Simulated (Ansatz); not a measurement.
**Ta (Ta (111), 1 layers): how the settings move a single-point run**

Aim: see which settings change the result for Ta (Ta (111), 1 layers), by how much, and at what cost.

Computed with Ansatz 0.2.0 (reference: DFT, PBEsol, all-electron LAPW, non-relativistic, unless a step's input says otherwise).

**1. The starting structure**

Symmetry: P6/mmm, No. 191, hexagonal system. The conventional cell has a = 4.642 Å, b = 4.642 Å, c = 16.000 Å, α = 90.00°, β = 90.00°, γ = 120.00°.

Coordinates:

```xyz
1
Lattice="4.6415 0.0000 0.0000 -2.3208 4.0197 0.0000 0.0000 0.0000 16.0000" Properties=species:S:1:pos:R:3 pbc="T T T"
Ta    0.0000    0.0000    8.0000
```

**2. Baseline**

input.yaml reads:

```yaml
crystal:
  lattice:
    - [4.6415171017, 0.0, 0.0]
    - [-2.3207585509, 4.0196717222, 0.0]
    - [0.0, 0.0, 16.0]
  atoms:
    - { symbol: Ta, position: [0.0, 0.0, 0.5] }
kpoints:
  mp_grid: { grid: [9, 9, 1] }
scf:
  occupations: { method: fermi_dirac, width: 0.05 }
hamiltonian:
  xc: pbesol
  pseudopotentials:
    kind: all_electron
    lapw: { basis_error: 0.001 }
    relativity: none
output:
  forces: true
  stress: true
  eigenvalues: true
efield:
  axis: 3
  amplitude: 0
  dipole_correction: true
```

Run with:

```console
$ ansatz run input.yaml --threads 1 --pin off --max-ram 3584MiB --backend cpu --events-out ev --progress --plain --runs-dir out
```

**3. Variant: occupations.method methfessel_paxton, occupations.width 0.3**

input.yaml, as its differences from that of step 2:

```diff
@@ -10,3 +10,3 @@
 scf:
-  occupations: { method: fermi_dirac, width: 0.05 }
+  occupations: { method: methfessel_paxton, width: 0.3 }
 hamiltonian:
```

Q: Predict the outcome of this session. Wanted: for each run, ending; energy change; gap; force.

The runs gave:

| run | ending | energy change | gap (eV) | force (eV/Å) | cycles | time |
| --- | --- | --- | --- | --- | --- | --- |
| reference | converged | 0 | 0.00 | 0.00 | 11 | 2.8 s |
| 1: occupations.method methfessel_paxton, occupations.width 0.3 | converged | -14.9 meV/atom (σ→0) | 0.00 | 0.00 | 11 | 2.5 s |

Residual by cycle in the longest SCF loop of each run; runs are numbered as in the table. The quantity is the density residual dr2, in eV.

| cycle | reference | run 1 |
| --- | --- | --- |
| 1 | 0.328 | 0.284 |
| 2 | 0.672 | 0.537 |
| 3 | 0.0406 | 0.0553 |
| 4 | 0.00526 | 0.00476 |
| 5 | 0.00186 | 0.00167 |
| 6 | 4.8e-4 | 3.9e-4 |
| 7 | 1.9e-4 | 1.6e-4 |
| 8 | 5.9e-5 | 6.0e-5 |
| 9 | 8.7e-7 | 1.7e-6 |
| 10 | 2.2e-7 | 1.2e-7 |
| 11 | 1.9e-8 | 2.9e-9 |

**Reading.** Changing the smearing moves the energy by -14.9 meV/atom (σ→0 values).
